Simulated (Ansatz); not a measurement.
# CH4ClGe+ (SMILES Cl[CH+][GeH3]): one structure at several levels

One table from this session's results is given with a row withheld; the runs are named, their logs left out.

Method: single points in def2-TZVPP; program: Ansatz 0.2.0, Gaussian basis.

Cores are frozen in the correlated methods. Filled d shells of the heavier atoms are correlated.

## Starting geometry

SMILES `Cl[CH+][GeH3]`, 7 atoms, charge 1, spin multiplicity 1.

Atoms are counted from 1 here; the program's logs count them from 0.

Bond lengths: Cl1–C2 1.558 Å, C2–Ge3 1.986 Å, C2–H4 1.124 Å, Ge3–H5 1.534 Å, Ge3–H6 1.462 Å, Ge3–H7 1.451 Å. Angles: Cl1–C2–Ge3 123.7°, Cl1–C2–H4 119.8°, Ge3–C2–H4 116.4°, C2–Ge3–H5 103.3°, C2–Ge3–H6 105.8°, C2–Ge3–H7 100.8°, H5–Ge3–H6 115.4°, H5–Ge3–H7 111.5°, H6–Ge3–H7 117.6°.

As a file:

```
Cl   -1.51000   -1.51620    0.87670
C    -0.27400   -1.03390    0.06080
Ge    0.27410    0.86890   -0.08890
H     0.38110   -1.78570   -0.45890
H     0.29020    1.11370   -1.60340
H    -0.72380    1.63140    0.65930
H     1.61810    0.80710    0.45400
```

Set-up of the first run:

File run/in.yaml:

```yaml
crystal:
  periodic: [false, false, false]
  atoms:
    - {symbol: Cl, position_ang: [-1.510000, -1.516200, 0.876700]}
    - {symbol: C, position_ang: [-0.274000, -1.033900, 0.060800]}
    - {symbol: Ge, position_ang: [0.274100, 0.868900, -0.088900]}
    - {symbol: H, position_ang: [0.381100, -1.785700, -0.458900]}
    - {symbol: H, position_ang: [0.290200, 1.113700, -1.603400]}
    - {symbol: H, position_ang: [-0.723800, 1.631400, 0.659300]}
    - {symbol: H, position_ang: [1.618100, 0.807100, 0.454000]}
basis:
  gaussian: {orbitals: def2-TZVPP}
total_charge: 1
correlation: {method: ccsd_t}
output: {forces: true}
```

The command line of these runs was not kept.

Steps of the session up to this table: CCSD(T)/def2-TZVPP; PBE0-D4/def2-TZVPP; wB97M-V/def2-TZVPP; r2SCAN-D4/def2-TZVPP; PBE-D4/def2-TZVPP; BHLYP-D4/def2-TZVPP; SPW92/def2-TZVPP.

One of the session's tables, all rows but one given; the rest of the session is left out.

```
   method  RMS force component (eV/Å)  angle to CCSD(T) forces (°)
  CCSD(T)                       1.014                    reference
  PBE0-D4                       0.943                          7.6
  wB97M-V                           ?                            ?
r2SCAN-D4                       0.999                          8.0
   PBE-D4                       1.064                         11.4
 BHLYP-D4                       0.935                          8.7
    SPW92                       0.929                         20.5
```

Estimate the missing values for wB97M-V.

**Answer.** RMS force component (eV/Å): 0.939; angle to CCSD(T) forces (°): 3.8. In the column «RMS force component (eV/Å)» it lies between BHLYP-D4 (0.935) and PBE0-D4 (0.943).
